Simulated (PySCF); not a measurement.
# Ce(SH)3: other functionals and bases at one geometry

An exercise on one series of results from a longer session: the logs are not shown, and one member is left open.

Program: PySCF 2.14.0. Level of theory: several levels, as the steps say, no spin–orbit coupling. These are calculated values, not measurements.

6 further runs of the same task are left out: 2 for a known fault of the program, 4 that didn't finish.

### Starting geometry

7 atoms, charge 0, spin multiplicity 1.

Bond lengths: Ce1–S2 2.702 Å, Ce1–S4 2.702 Å, Ce1–S6 2.702 Å, S2–H3 1.368 Å, S4–H5 1.368 Å, S6–H7 1.368 Å. Angles: S2–Ce1–S4 117.7°, S2–Ce1–S6 117.7°, S4–Ce1–S6 117.7°, Ce1–S2–H3 94.0°, Ce1–S4–H5 94.0°, Ce1–S6–H7 94.0°.

Geometry (Å):

| atom | x (Å) | y (Å) | z (Å) |
| --- | --- | --- | --- |
| Ce1 | 0.00000 | 0.00000 | 0.59568 |
| S2 | 2.63986 | 0.40507 | 1.00487 |
| H3 | 2.92188 | -0.92626 | 1.14040 |
| S4 | -1.67073 | 2.08366 | 1.00487 |
| H5 | -0.65878 | 2.99355 | 1.14040 |
| S6 | -0.96913 | -2.48872 | 1.00487 |
| H7 | -2.26310 | -2.06729 | 1.14040 |

Formal oxidation states: Ce +3. Each metal's 1 4f electrons lie in its core potential, so multiplicities, spins and levels count the valence alone. An earlier session relaxed this geometry at BP86, Ce lcecp-1-SVP with ECP47, S def2-SVP, H def2-SVP (singlet, point group C3).

At BP86 on the finer grid: E = -1228.591368 Eh, HOMO -6.17 eV, LUMO -3.03 eV, Mulliken charge on Ce1 +0.73 e, largest force component 0.007 eV/Å. 

Levels to run: revPBE; BLYP; wB97X; M06-L; BP86, TZVP. Hardware: 2 threads of Arm Neoverse V1, shared host.

The first run:

Contents of run.py (the lines that set the calculation):

```python
mol = gto.M(atom='''
Ce     0.00000     0.00000     0.59568
S      2.63986     0.40507     1.00487
H      2.92188    -0.92626     1.14040
S     -1.67073     2.08366     1.00487
H     -0.65878     2.99355     1.14040
S     -0.96913    -2.48872     1.00487
H     -2.26310    -2.06729     1.14040''',
    basis={'Ce': 'lcecp-1-SVP', 'S': 'def2-SVP', 'H': 'def2-SVP'},
    ecp={'Ce': 'lcecp-1-SVP'},
    charge=0, spin=0)
mf = dft.RKS(mol, xc='PBE_R,PBE')
mf.grids.atom_grid = (75, 302)  # f atoms: unpruned, at least (60, 302)
mf = mf.density_fit()  # fitting sets: Ce AutoAux, S def2-universal-JKFIT, H def2-universal-JKFIT
mf.conv_tol = 1e-08; mf.max_cycle = 55
mf.kernel(dm0)  # dm0: the density of the relaxed state
```

Launch:

```sh
$ OMP_NUM_THREADS=2 python run.py
```

Steps of the session up to this table: revPBE; BLYP; wB97X; M06-L; BP86, TZVP.

One of the session's tables, all rows but one given; the rest of the session is left out.

| level | HOMO (eV) | gap (eV) | charge on Ce1 (e) | dipole (D) | largest force component (eV/Å) |
| --- | --- | --- | --- | --- | --- |
| BP86 (relaxed here) | -6.17 | 3.14 | 0.73 | 2.16 | 0.01 |
| revPBE | -6.04 | 3.11 | 0.77 | 2.15 | 0.08 |
| BLYP | -5.84 | 2.86 | 0.67 | 2.13 | 0.19 |
| wB97X | ? | ? | ? | ? | ? |
| M06-L | -6.22 | 3.95 | 1.10 | 2.39 | 0.47 |
| BP86, TZVP | -6.28 | 3.23 | 1.18 | 2.26 | 0.22 |

Q: Estimate the row for wB97X from the others.

As computed: HOMO (eV): -9.56; gap (eV): 8.80; charge on Ce1 (e): 0.94; dipole (D): 2.53; largest force component (eV/Å): 0.45. In the column «HOMO (eV)» it is the lowest.

In one basis the HOMO–LUMO gap runs from 2.86 eV (BLYP) to 8.80 eV (wB97X). The largest leftover force, 0.47 eV/Å with M06-L, stands at a geometry relaxed at another level. With 4f in the core, its levels are missing from HOMO and gap, and its count is fixed, so no charge can pass from the ligands into it. Total energies of different levels can't be compared.
